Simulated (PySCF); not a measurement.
# [NdSF]−: how tightly the ligands are held

What does it cost to pull a ligand from [NdSF]−? The structure is generated, not taken from experiment.

Computed with PySCF 2.14.0. Level: PBE0, Nd lcecp-0-SVP with ECP50, S def2-SVP, F def2-SVP; scalar-relativistic core potentials, no spin–orbit coupling.

1 further run of the same task is left out (for a known fault of the program).

## Step 1: The system as given

3 atoms, charge -1, spin multiplicity 1.

Bond lengths: Nd1–S2 2.623 Å, Nd1–F3 2.223 Å. Angles: S2–Nd1–F3 126.3°.

Coordinates:

```xyz
3

Nd   -0.2283    0.0000   -0.3332
S     2.1274    0.0000    0.8204
F    -2.1976    0.0000    0.6972
```

Formal oxidation states: Nd +2. Each metal's 4 4f electrons lie in its core potential, so multiplicities, spins and levels count the valence alone. An earlier session relaxed this geometry at PBE0, Nd lcecp-0-SVP with ECP50, S def2-SVP, F def2-SVP (singlet, point group Cs).

## Step 2: Rigid scan of S

Atom 2 moves along the line from atom 1; the distance is to the donor, the donors' midpoint or the ring centre. Each point starts from the density of the one before.

```
distance (Å)  energy from the relaxed point (eV)
        2.32                               0.650
        2.42                               0.256
        2.52                               0.057
        2.62                               0.000
        2.72                               0.045
        2.82                               0.163
        2.92                               0.328
        3.07                               0.630
```

It took 2.9 s on 2 threads of Arm Neoverse V2, shared host.

## Step 3: F taken off

The ligand (atom 3) keeps its formal charge and a closed shell where it can; ligand and rest are solved at the complex's geometry, in vacuum, with the settings of the relaxation.

```
   part  charge    state  energy (Eh)
complex      -1  singlet  -525.498648
 ligand      -1  singlet   -99.594968
   rest       0  singlet  -425.716038
```

Wall time 0.4 s (2 threads of Arm Neoverse V2, shared host).

## Step 4: Rigid scan of F

Atom 3 moves along the line from atom 1; the distance is to the donor, the donors' midpoint or the ring centre. Each point starts from the density of the one before.

| distance (Å) | energy from the relaxed point (eV) |
| --- | --- |
| 1.92 | 0.816 |
| 2.02 | 0.310 |
| 2.12 | 0.066 |
| 2.22 | 0.000 |
| 2.32 | 0.049 |
| 2.42 | 0.170 |
| 2.62 | 0.523 |
| 2.92 | 1.119 |
| 3.32 | 1.835 |
| 3.82 | 2.545 |

Wall time 3.8 s (2 threads of Arm Neoverse V2, shared host).

## Step 5: Results

| quantity | value |
| --- | --- |
| stiffness of the S contact | 10.2 eV/Å² |
| taking off F | 5.11 eV |
| stiffness of the F contact | 11.6 eV/Å² |

**Reading.** Near 2.62 Å the S contact has a stiffness of about 10.2 eV/Å², and the energy stands 0.63 eV higher at 3.07 Å. Taking off F as a fragment of charge -1 costs 5.11 eV. Near 2.22 Å the F contact has a stiffness of about 11.6 eV/Å², and the energy stands 2.55 eV higher at 3.82 Å. The free anion is solved without diffuse functions, no counterpoise correction is made, and the parts aren't relaxed; each of these makes the binding look larger. These are double-zeta-type bases without diffuse functions. Spin–orbit coupling is left out.
